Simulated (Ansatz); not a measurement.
# ClFGe, SMILES [F][Ge][Cl]: a rigid scan of one bond length

Program: Ansatz 0.2.0, Python API.

Contents of `clfge.xyz`:
```text
3

F     0.05840    1.50530    0.18690
Ge   -0.68150    0.02510   -0.36730
Cl    0.61220   -1.59520    0.16720
```

The script, `clfge_scan.py`:
```python
"""Stretching a bond of ClFGe, the rest held rigid."""

import ansatz as az
import numpy as np


def main() -> None:
    clfge = az.Crystal.molecule_from_extxyz("clfge.xyz")

    symbols = [site.symbol for site in clfge.cartesian_sites]
    start = np.array([site.position_ang for site in clfge.cartesian_sites])
    axis = (start[2] - start[1]) / np.linalg.norm(start[2] - start[1])
    moving = [2]
    lengths, energies = [1.884, 1.97, 2.056, 2.141, 2.227, 2.312, 2.398, 2.527], []
    for length in lengths:
        xyz = start.copy()
        xyz[moving] += (length - np.linalg.norm(start[2] - start[1])) * axis
        point = az.Crystal.molecule()
        for symbol, place in zip(symbols, xyz):
            point = point.atom(symbol, place.tolist())
        setup = (
            point.calculation()
            .basis(gaussian="def2-SVP")
            .functional("r2scan")
        )
        r = setup.run().report
        energies.append(r["free_energy_ev"])
        print(f"r = {length:6.3f} A  E = {energies[-1]:.5f} eV  <S^2> = {abs(r['mean_field']['state']['spin_squared']):.3f}")

    # quartic fit about the minimum
    fit = np.polynomial.Polynomial.fit(lengths, np.array(energies) - min(energies), 4).convert()
    roots = [r.real for r in fit.deriv().roots() if abs(r.imag) < 1e-9 and fit.deriv(2)(r.real) > 0]
    r_e = min(roots, key=lambda r: abs(r - lengths[int(np.argmin(energies))]))
    print(f"minimum of the fit at {r_e:.4f} A, force constant {fit.deriv(2)(r_e):.2f} eV/A^2")


if __name__ == "__main__":
    main()
```

```console
$ python clfge_scan.py
r =  1.884 A  E = -71743.37729 eV  <S^2> = 0.000
r =  1.970 A  E = -71743.97275 eV  <S^2> = 0.000
r =  2.056 A  E = -71744.30696 eV  <S^2> = 0.000
r =  2.141 A  E = -71744.45579 eV  <S^2> = 0.000
r =  2.227 A  E = -71744.47689 eV  <S^2> = 0.000
r =  2.312 A  E = -71744.40816 eV  <S^2> = 0.000
r =  2.398 A  E = -71744.27646 eV  <S^2> = 0.000
r =  2.527 A  E = -71744.00604 eV  <S^2> = 0.000
minimum of the fit at 2.1982 A, force constant 13.68 eV/A^2
```

Caveats:
- Total energies depend on the basis set; only differences at equal settings carry meaning.
- The rest of the molecule is held rigid at a force-field or estimated start geometry, and the basis set is modest; single-reference methods fail as a bond breaks.
- The orbitals are restricted, so S² is zero by construction.
- Timing: 34 s on 1 thread of Arm Neoverse N1 (shared host), peak memory 0.18 GiB.

(Lines on the test bed's own set-up are left out of the output.)
